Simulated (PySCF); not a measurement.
# YbH2: other functionals and bases at one geometry

An exercise on one series of results from a longer session: the logs are not shown, and one member is left open.

Method: several levels, as the steps say, no spin–orbit coupling; program: PySCF 2.14.0.

1 further run of the same task is left out (for a known fault of the program).

### Starting geometry

3 atoms, charge 0, spin multiplicity 1.

Bond lengths: Yb1–H2 2.073 Å, Yb1–H3 2.073 Å. Angles: H2–Yb1–H3 128.6°.

As a file:

```
Yb    0.0000    0.0000    0.0160
H     1.8680    0.0000    0.9144
H    -1.8680    0.0000    0.9144
```

Formal oxidation states: Yb +2. An earlier session relaxed this geometry at PBE0, Yb def2-SVP with ECP28, H def2-SVP (singlet, point group C2v).

At PBE0 on the finer grid: E = -1160.297663 Eh, HOMO -5.47 eV, LUMO -1.67 eV, Mulliken charge on Yb1 +0.65 e, largest force component 0.000 eV/Å. 

Levels to run: r2SCAN; BLYP; PBE0, TZVP. Hardware: 2 threads of Arm Neoverse V1, shared host.

The first run:

The input, run.py (the lines that set the calculation):

```python
mol = gto.M(atom='''
Yb     0.00000     0.00000     0.01596
H      1.86802     0.00000     0.91439
H     -1.86802     0.00000     0.91439''',
    basis={'Yb': 'def2-SVP', 'H': 'def2-SVP'},
    ecp={'Yb': 'def2-SVP'},
    charge=0, spin=0)
mf = dft.RKS(mol, xc='R2SCAN')
mf.grids.atom_grid = (75, 302)  # f atoms: unpruned, at least (60, 302)
mf = mf.density_fit()  # fitting sets: Yb def2-universal-JKFIT, H def2-universal-JKFIT
mf.conv_tol = 1e-08; mf.max_cycle = 55
mf.kernel(dm0)  # dm0: the density of the relaxed state
```

Run with:

```sh
$ OMP_NUM_THREADS=2 python run.py
```

Steps of the session up to this table: r2SCAN; BLYP; PBE0, TZVP.

One table of the session follows, with a row left open; its other results are not shown here.

| level | HOMO (eV) | gap (eV) | charge on Yb1 (e) | dipole (D) | largest force component (eV/Å) |
| --- | --- | --- | --- | --- | --- |
| PBE0 (relaxed here) | -5.47 | 3.79 | 0.65 | 5.08 | 0.00 |
| r2SCAN | ? | ? | ? | ? | ? |
| BLYP | -3.23 | 0.77 | 0.59 | 4.38 | 0.14 |
| PBE0, TZVP | -5.51 | 3.78 | 0.57 | 5.21 | 0.01 |

**Question.** Estimate the row for r2SCAN.

The run gave: HOMO (eV): -2.94; gap (eV): 0.88; charge on Yb1 (e): 0.64; dipole (D): 4.77; largest force component (eV/Å): 0.18. In the column «HOMO (eV)» it is the highest.

In one basis the HOMO–LUMO gap runs from 0.77 eV (BLYP) to 3.79 eV (PBE0). The largest leftover force, 0.18 eV/Å with r2SCAN, stands at a geometry relaxed at another level. Total energies of different levels can't be compared.
